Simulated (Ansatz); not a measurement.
**SiAsH2+ (triplet): the correlation ladder, cc-pVDZ**

How much of the correlation energy of SiAsH2+ (triplet) does each wave-function method recover here?

The runs use Ansatz 0.2.0, Gaussian basis; cc-pVDZ, core rule «outside noble gas», up to 19 orbitals frozen.

To be run: UHF; CCSD(T) on ROHF; CCSD(T) on UHF; BCCD(T) on ROHF; CISD as a restricted active space (open shells left free, so some higher excitations enter); CCSDT(Q) on ROHF; CCSDT(Q) on UHF; CASSCF and MRCISD+Q, 10 electrons in 10 orbitals; CASSCF and NEVPT4(SD), 10 electrons in 10 orbitals; CASSCF and NEVPT2, 10 electrons in 10 orbitals.

19 further runs of the same task are left out: 6 that didn't finish, 13 set aside as unsound or not needed. Runs told in other sessions of the task aren't counted.

## Step 1: The geometry

The geometry is a PBE0/def2-TZVP stationary point (not a proven minimum) of the parent state, kept for this charge and spin. No spin-orbit coupling is included. The filled d shell of As may be among the frozen orbitals whatever the setting's name suggests.

4 atoms, charge 1, spin multiplicity 3.

Atoms are counted from 1 here; the program's logs count them from 0.

Bond lengths: Si1–As2 2.172 Å, Si1–H3 1.503 Å, As2–H4 1.524 Å. Angles: As2–Si1–H3 117.3°, Si1–As2–H4 93.5°.

## Step 2: UHF

The input, in.yaml:

```yaml
crystal:
  periodic: [false, false, false]
  atoms:
    - {symbol: Si, position_ang: [0.000000, -0.130861, 1.559201]}
    - {symbol: As, position_ang: [0.000000, 0.053275, -0.605120]}
    - {symbol: H, position_ang: [0.000000, 1.141309, 2.359007]}
    - {symbol: H, position_ang: [0.000000, -1.454938, -0.825589]}
basis:
  gaussian: {orbitals: cc-pVDZ}
total_charge: 1
magnetization: {spin_polarized: true, initial_magnetization: 2}
hamiltonian: {xc: hf}
output: {orbitals: {seedname: orbitals}}
```

Launch:

```
ansatz run in.yaml --threads 1 --pin off --events-out ev --progress --plain --max-ram 2393MiB
```

Further steps of the session: CCSD(T) on ROHF; CCSD(T) on UHF; BCCD(T) on ROHF; CISD as a restricted active space (open shells left free, so some higher excitations enter); CCSDT(Q) on ROHF; CCSDT(Q) on UHF; CASSCF and MRCISD+Q, 10 electrons in 10 orbitals; CASSCF and NEVPT4(SD), 10 electrons in 10 orbitals; CASSCF and NEVPT2, 10 electrons in 10 orbitals.

Before running them: what should the planned runs give, taken together? Wanted: UCCSDT(Q) from the RHF energy; RMP2 from UCCSDT(Q); UMP2 from UCCSDT(Q); RCCSD from UCCSDT(Q); RCCSD(T) from UCCSDT(Q); UCCSD(T) from UCCSDT(Q); RCCSDT(Q) from UCCSDT(Q); NEVPT2 valence from UCCSDT(Q); NEVPT4(SD) valence from UCCSDT(Q).

The runs gave:

| quantity | value |
| --- | --- |
| UCCSDT(Q) from the ROHF energy | -5.3599 eV |
| RMP2 from UCCSDT(Q) | +1193.1 meV |
| UMP2 from UCCSDT(Q) | +1203.2 meV |
| RCCSD from UCCSDT(Q) | +232.3 meV |
| RCCSD(T) from UCCSDT(Q) | +52.5 meV |
| UCCSD(T) from UCCSDT(Q) | +50.1 meV |
| RCCSDT(Q) from UCCSDT(Q) | +3.7 meV |
| NEVPT2 valence from UCCSDT(Q) | +874.2 meV |
| NEVPT4(SD) valence from UCCSDT(Q) | +115.6 meV |
| MRCISD+Q valence from UCCSDT(Q) | +26.2 meV |
| levels within 1 kcal/mol (43 meV) | RCCSDT, UCCSDT, RCCSDT(Q), MRCISD+Q valence |
| T1 diagnostic | 0.031 |
| effectively unpaired electrons | 2.03 |

What this shows: RCCSD(T) lands +52.5 meV from the yardstick (1.0 % of the correlation energy). One determinant dominates. Of the multireference levels listed MRCISD+Q valence comes nearest in total energy (+26.2 meV), which doesn't show that its space is the better one. These misses are within one basis, not against nature; the frozen cores of restricted and unrestricted runs differ, which can shift their rows.

With open shells the CI space here admits some higher excitations, so it is larger than plain CISD.
